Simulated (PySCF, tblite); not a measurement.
**C6H13O radical: geometry, infrared bands and EPR parameters**

Aim: predict the infrared bands and EPR parameters of C6H13O radical (`CC(C)(C)C[CH]O`).

Computed with tblite 0.8.0 and PySCF 2.14.0, with density-fitted response routines of our own, on a single molecule in the gas phase. Atoms are numbered from 0 throughout.

## Step 1: Starting geometry

20 atoms, charge 0, multiplicity 2; geometry from: force field or distance geometry start.

Bonds of the start (Å): C0–C1 1.52, C1–C2 1.50, C1–C3 1.52, C1–C4 1.52, C4–C5 1.48, C5–O6 1.37, C0–H7 1.12, C0–H8 1.10, C0–H9 1.10, C2–H10 1.14, C2–H11 1.09, C2–H12 1.12, C3–H13 1.11, C3–H14 1.12, C3–H15 1.08, C4–H16 1.11, C4–H17 1.12, C5–H18 1.09, O6–H19 1.02.

## Step 2: Geometry optimisation with GFN2-xTB

Job settings and geometry (Å):

```
{"job": {"kind": "relax", "xc": "GFN2-xTB", "basis": "xTB"}, "charge": 0, "multiplicity": 2}
C     -1.511500     0.389800     1.094900
C     -0.451700     0.020400     0.067700
C     -1.018800    -0.749800    -1.083000
C      0.033100     1.351600    -0.479600
C      0.707000    -0.677500     0.768700
C      1.752500    -1.049100    -0.211300
O      2.755300    -0.150500    -0.470400
H     -2.122700     1.186600     0.588800
H     -2.190100    -0.443600     1.324200
H     -1.053800     0.863600     1.973900
H     -1.895100    -0.143400    -1.485500
H     -0.245200    -0.913400    -1.840200
H     -1.396700    -1.761100    -0.782300
H      1.117200     1.498900    -0.283000
H     -0.470400     2.190900     0.065200
H     -0.178400     1.397900    -1.541400
H      0.365900    -1.493000     1.440000
H      1.152800     0.071600     1.472900
H      1.456800    -1.702200    -1.029200
H      3.188700     0.123000     0.406600
```

Command:

```console
OMP_NUM_THREADS=1 python probes_run.py task.json out
```

One launch serves the whole session: the jobs run in the order shown.

**Question.** This job is followed by: GFN2-xTB harmonic vibrations, gas phase; UKS B3LYP, pcH-1 on C H O, non-relativistic, mean-field spin-orbit, GIAO. Predict these results of the whole session: strongest single infrared mode (GFN2-xTB); zero-point energy (GFN2-xTB); g(iso) (B3LYP); ⟨S²⟩; largest a(iso) (averaged by class); potential on the surface of density 0.002 e/bohr³, 1st and 99th percentile.

As calculated:

| quantity | value |
| --- | --- |
| strongest single infrared mode (GFN2-xTB) | 1372 cm⁻¹, 172 km/mol |
| zero-point energy (GFN2-xTB) | 110.6 kcal/mol |
| g(iso) (B3LYP) | 2.00314 |
| ⟨S²⟩ | 0.754 (exact 0.75) |
| largest a(iso) (averaged by class) | 13C on C5, 115.1 MHz |
| potential on the surface of density 0.002 e/bohr³, 1st and 99th percentile | -1.36 V and 2.22 V |

**Reading.** Relaxing lowered the energy by 0.784 eV in 108 steps; the close pair that moved most is O6–H19, from 1.016 to 0.965 Å. All 54 modes are real, so the xTB geometry is a minimum. The strongest single mode, at 1372 cm⁻¹, is spread over several atoms, C5, H18, O6 among them. GFN2-xTB is a fitted tight-binding method: band positions and strengths are rough. Its intensities can rank the bands wrongly. C5 carries the largest spin population, 0.90 e. The isotropic g lies 0.8 ppt above the free-electron value.
